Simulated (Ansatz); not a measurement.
# Sn2TeAs2: the cost of one run

Computed with Ansatz 0.2.0 (DFT PBE, scalar-relativistic, plane waves, PAW, unless a step's input says otherwise).

1 further run of the same task is left out (it didn't finish).

### Step 1. The system as given

It takes space group P6/mmm (No. 191, hexagonal). The conventional cell has a = 5.312 Å, b = 5.312 Å, c = 5.987 Å, α = 90.00°, β = 90.00°, γ = 120.00°. Sn (site symmetry -6m2) has 2 As at 2.99 Å and 3 Sn at 3.07 Å and 3 Te at 3.07 Å in its first shell of neighbours. Around Te (site symmetry 6/mmm) lie 6 Sn at 3.07 Å. Around As (site symmetry -6m2) lie 2 Sn at 2.99 Å and 3 As at 3.07 Å.

As a file:

```cif
data_structure
_symmetry_space_group_name_H-M 'P 1'
_symmetry_Int_Tables_number 1
_cell_length_a 5.3118
_cell_length_b 5.3118
_cell_length_c 5.9872
_cell_angle_alpha 90.000
_cell_angle_beta 90.000
_cell_angle_gamma 120.000
_cell_volume 146.30
loop_
_atom_site_label
_atom_site_type_symbol
_atom_site_fract_x
_atom_site_fract_y
_atom_site_fract_z
_atom_site_occupancy
Sn1 Sn 0.33333 0.66667 0.00000 1
Sn2 Sn 0.66667 0.33333 0.00000 1
Te1 Te 0.00000 0.00000 0.00000 1
As1 As 0.33333 0.66667 0.50000 1
As2 As 0.66667 0.33333 0.50000 1
```

Recipe of the guess: random cell by space group and Wyckoff sites (P6/mmm, No. 191). The dimensions are guesses.

### Step 2. The guess as it stands, on a coarse mesh

input.yaml

```yaml
crystal:
  lattice:
    - [5.31184027, 0.0, 0.0]
    - [-2.65592014, 4.60018862, 0.0]
    - [0.0, 0.0, 5.98716738]
  atoms:
    - { symbol: Sn, position: [0.33333333, 0.66666667, 0.0] }
    - { symbol: Sn, position: [0.66666667, 0.33333333, 0.0] }
    - { symbol: Te, position: [0.0, 0.0, 0.0] }
    - { symbol: As, position: [0.33333333, 0.66666667, 0.5] }
    - { symbol: As, position: [0.66666667, 0.33333333, 0.5] }
basis:
  ecutwfc: 420
kpoints:
  mp_grid: { grid: [6, 6, 4] }
hamiltonian:
  xc: pbe
scf:
  occupations: { method: gaussian, width: 0.1 }
  lower_state_search: "off"
output:
  forces: true
  stress: true
  eigenvalues: true
```

Command:

```console
> ansatz run input.yaml --threads 1 --pin off --max-ram 2560MiB --backend cpu --events-out ev --progress --plain --runs-dir out
```

What time and memory should one allow on 1 thread of Arm Neoverse V1, shared host?

About 8.9 s, with a peak of 0.45 GiB.
